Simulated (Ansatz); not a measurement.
# CH7BO2Si: one species, many methods

The task here is to estimate one member of a computed series from the others.

Computed with Ansatz 0.2.0, Gaussian basis. Level: functionals in def2-TZVPP, the program's frozen cores in correlated methods.

Plan: PBE-D4, r2SCAN-D4, PBE0-D4, B3LYP-D4, ωB97X-V, ωB97M-V, B2PLYP; CCSD(T)/def2-TZVPP; MP2/def2-QZVPP; extrapolation to the limit.

## The geometry

The geometry comes from an earlier relaxation with PBE0-D4 in a triple-zeta def2 set; it is a stationary point, not always the lowest conformer.

12 atoms, charge 0, spin multiplicity 1.

Atoms are counted from 1 here; the program's logs count them from 0.

Bond lengths: O1–C2 1.415 Å, O1–H6 0.959 Å, C2–B3 1.568 Å, C2–H7 1.103 Å, C2–H8 1.103 Å, B3–O4 1.354 Å, B3–H9 1.203 Å, O4–Si5 1.654 Å, Si5–H10 1.485 Å, Si5–H11 1.482 Å, Si5–H12 1.483 Å. Angles: C2–O1–H6 108.7°, O1–C2–B3 111.4°, O1–C2–H7 111.9°, O1–C2–H8 111.9°, B3–C2–H7 107.9°, B3–C2–H8 108.1°, H7–C2–H8 105.4°, C2–B3–O4 117.8°, C2–B3–H9 122.0°, O4–B3–H9 120.1°, B3–O4–Si5 132.1°, O4–Si5–H10 110.3°, O4–Si5–H11 108.1°, O4–Si5–H12 108.2°, H10–Si5–H11 110.3°, H10–Si5–H12 110.2°, H11–Si5–H12 109.7°.

The first run:

in.yaml

```yaml
crystal:
  periodic: [false, false, false]
  atoms:
    - {symbol: O, position_ang: [-1.191737, 2.291446, 1.095986]}
    - {symbol: C, position_ang: [-0.948983, 0.897129, 1.115451]}
    - {symbol: B, position_ang: [-0.020297, 0.460852, -0.070815]}
    - {symbol: O, position_ang: [0.288787, -0.852936, -0.181509]}
    - {symbol: Si, position_ang: [1.214082, -1.687475, -1.268928]}
    - {symbol: H, position_ang: [-1.760752, 2.515212, 1.834998]}
    - {symbol: H, position_ang: [-0.471302, 0.576315, 2.056737]}
    - {symbol: H, position_ang: [-1.884186, 0.315981, 1.049102]}
    - {symbol: H, position_ang: [0.413770, 1.252468, -0.865671]}
    - {symbol: H, position_ang: [1.798876, -0.757524, -2.268264]}
    - {symbol: H, position_ang: [2.290166, -2.380907, -0.521267]}
    - {symbol: H, position_ang: [0.348678, -2.685661, -1.941822]}
basis:
  gaussian: {orbitals: def2-TZVPP}
hamiltonian: {xc: pbe, dispersion: d4}
output: {forces: true, orbitals: {seedname: orbitals}}
```

Run with:

```console
ansatz run in.yaml --threads 4 --pin off --events-out ev --progress --plain --max-ram 10444MiB
```

Steps of the session up to this table: PBE-D4 (GGA); r2SCAN-D4 (meta-GGA); PBE0-D4 (hybrid); B3LYP-D4 (hybrid); ωB97X-V (range-separated); ωB97M-V (range-separated); B2PLYP (double hybrid); CCSD(T) in def2-TZVPP; MP2 in def2-QZVPP.

One of the session's tables, all rows but one given; the rest of the session is left out.

It belongs to the step «Atomisation energies». 

```
            method  atomisation energy (eV)
            PBE-D4                   46.611
         r2SCAN-D4                   46.244
           PBE0-D4                   45.897
          B3LYP-D4                   46.157
           ωB97X-V                   46.291
           ωB97M-V                   46.323
            B2PLYP                   45.736
     HF/def2-TZVPP                   34.339
    MP2/def2-TZVPP                   45.749
   CCSD/def2-TZVPP                   44.445
CCSD(T)/def2-TZVPP                   45.005
           MP2/CBS                        ?
       CCSD(T)/CBS                   46.181
```

Estimate the missing values for MP2/CBS.

As computed: atomisation energy (eV): 46.925. In the column «atomisation energy (eV)» it is the highest.

Limits of these values: Free atoms (2 O, 1 C, 1 B, 1 Si, 7 H) were run apart at each level; the atomisation energy is their sum less the molecule, without zero-point or spin-orbit terms.
